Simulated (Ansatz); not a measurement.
**C4H10Cl2NOV: one species, many methods**

An exercise on one series of results from a longer session: the logs are not shown, and one member is left open.

The runs use Ansatz 0.2.0, Gaussian basis; functionals in def2-TZVPP, the program's frozen cores in correlated methods.

Levels to be run: LDA (SPW92), PBE-D4, revPBE-D4, BLYP-D4, r2SCAN-D4, B97M-V, PBE0-D4, B3LYP-D4, r2SCANh-D4, r2SCAN0-D4, HSE06-D4, BHLYP-D4, CAM-B3LYP-D4, LC-ωPBE, ωB97X-V, ωB97M-V, B2PLYP, PBE-QIDH; CCSD(T)/def2-SVP; CCSD(T)/def2-TZVPP; MP2/def2-QZVPP; extrapolation to the limit; RPA on PBE.

### Structure used throughout

All runs share one geometry, relaxed beforehand with PBE0-D4 in a triple-zeta def2 set.

SMILES `CC(C)(C)[N]=[V]([OH])([Cl])[Cl]`, 19 atoms, charge 0, spin multiplicity 1.

Atoms are counted from 1 here; the program's logs count them from 0.

Bond lengths: C1–C2 1.527 Å, C1–H10 1.092 Å, C1–H11 1.091 Å, C1–H12 1.091 Å, C2–C3 1.527 Å, C2–C4 1.527 Å, C2–N5 1.434 Å, C3–H13 1.092 Å, C3–H14 1.092 Å, C3–H15 1.092 Å, C4–H16 1.092 Å, C4–H17 1.091 Å, C4–H18 1.091 Å, N5–V6 1.590 Å, V6–O7 1.752 Å, V6–Cl8 2.168 Å, V6–Cl9 2.168 Å, O7–H19 0.960 Å. Angles: C2–C1–H10 109.6°, C2–C1–H11 110.8°, C2–C1–H12 110.6°, H10–C1–H11 108.7°, H10–C1–H12 108.8°, H11–C1–H12 108.3°, C1–C2–C3 110.9°, C1–C2–C4 111.0°, C1–C2–N5 107.8°, C3–C2–C4 110.9°, C3–C2–N5 108.2°, C4–C2–N5 107.8°, C2–C3–H13 109.7°, C2–C3–H14 110.7°, C2–C3–H15 110.7°, H13–C3–H14 108.4°, H13–C3–H15 108.4°, H14–C3–H15 108.9° and more.

As a file:

```xyz
19
C4H10Cl2NOV
C    -1.0879   -1.4722   -0.1107
C    -0.0742   -0.4550    0.4090
C    -0.6089    0.2655    1.6447
C     1.2677   -1.1216    0.7044
N     0.1376    0.5194   -0.6220
V     0.4277    1.4809   -1.8547
O    -0.0038    3.1138   -1.3889
Cl   -0.8052    0.7533   -3.4833
Cl    2.5477    1.2953   -2.2698
H    -1.2686   -2.2314    0.6535
H    -2.0344   -0.9863   -0.3525
H    -0.7139   -1.9622   -1.0106
H    -0.7791   -0.4557    2.4471
H     0.1072    1.0100    1.9977
H    -1.5551    0.7626    1.4230
H     1.1385   -1.8729    1.4867
H     1.6595   -1.6093   -0.1892
H     1.9991   -0.3859    1.0425
H    -0.3539    3.3516   -0.5270
```

Set-up of the first run:

The input, in.yaml:

```yaml
crystal:
  periodic: [false, false, false]
  atoms:
    - {symbol: C, position_ang: [-1.087862, -1.472152, -0.110687]}
    - {symbol: C, position_ang: [-0.074188, -0.454960, 0.409036]}
    - {symbol: C, position_ang: [-0.608879, 0.265510, 1.644740]}
    - {symbol: C, position_ang: [1.267743, -1.121556, 0.704385]}
    - {symbol: N, position_ang: [0.137644, 0.519397, -0.621986]}
    - {symbol: V, position_ang: [0.427670, 1.480932, -1.854658]}
    - {symbol: O, position_ang: [-0.003812, 3.113823, -1.388883]}
    - {symbol: Cl, position_ang: [-0.805209, 0.753252, -3.483344]}
    - {symbol: Cl, position_ang: [2.547718, 1.295282, -2.269831]}
    - {symbol: H, position_ang: [-1.268608, -2.231434, 0.653535]}
    - {symbol: H, position_ang: [-2.034411, -0.986333, -0.352461]}
    - {symbol: H, position_ang: [-0.713934, -1.962180, -1.010592]}
    - {symbol: H, position_ang: [-0.779097, -0.455683, 2.447052]}
    - {symbol: H, position_ang: [0.107168, 1.010015, 1.997708]}
    - {symbol: H, position_ang: [-1.555143, 0.762584, 1.422952]}
    - {symbol: H, position_ang: [1.138522, -1.872865, 1.486743]}
    - {symbol: H, position_ang: [1.659472, -1.609315, -0.189155]}
    - {symbol: H, position_ang: [1.999117, -0.385910, 1.042471]}
    - {symbol: H, position_ang: [-0.353920, 3.351593, -0.527006]}
basis:
  gaussian: {orbitals: def2-TZVPP}
hamiltonian: {xc: lda}
output: {orbitals: {seedname: orbitals}}
```

Among the steps run: LDA; PBE-D4 (GGA); revPBE-D4 (GGA); BLYP-D4 (GGA); r2SCAN-D4 (meta-GGA); B97M-V (meta-GGA); PBE0-D4 (hybrid); B3LYP-D4 (hybrid); r2SCANh-D4 (hybrid); r2SCAN0-D4 (hybrid); HSE06-D4 (hybrid); BHLYP-D4 (hybrid); CAM-B3LYP-D4 (range-separated); LC-ωPBE (range-separated); ωB97X-V (range-separated); ωB97M-V (range-separated); B2PLYP (double hybrid); PBE-QIDH (double hybrid).

One of the session's tables, all rows but one given; the rest of the session is left out.

It belongs to the step «Frontier levels by functional». 

| functional | HOMO (eV) | LUMO (eV) | gap (eV) |
| --- | --- | --- | --- |
| LDA (SPW92) | -6.79 | -3.84 | 2.95 |
| PBE-D4 | ? | ? | ? |
| revPBE-D4 | -6.56 | -3.52 | 3.05 |
| BLYP-D4 | -6.48 | -3.50 | 2.98 |
| r2SCAN-D4 | -6.93 | -3.63 | 3.30 |
| B97M-V | -7.03 | -3.67 | 3.36 |
| PBE0-D4 | -7.97 | -2.77 | 5.20 |
| B3LYP-D4 | -7.72 | -3.01 | 4.71 |
| r2SCANh-D4 | -7.43 | -3.29 | 4.13 |
| r2SCAN0-D4 | -8.17 | -2.77 | 5.41 |
| HSE06-D4 | -7.57 | -3.14 | 4.42 |
| BHLYP-D4 | -9.17 | -1.71 | 7.46 |
| CAM-B3LYP-D4 | -9.31 | -1.71 | 7.60 |
| LC-ωPBE | -10.68 | -0.63 | 10.05 |
| ωB97X-V | -10.32 | -0.65 | 9.67 |
| ωB97M-V | -10.19 | -0.63 | 9.56 |

**Question.** Estimate the row for PBE-D4.

As computed: HOMO (eV): -6.63; LUMO (eV): -3.61; gap (eV): 3.02. In the column «HOMO (eV)» it lies between LDA (SPW92) (-6.79) and revPBE-D4 (-6.56).
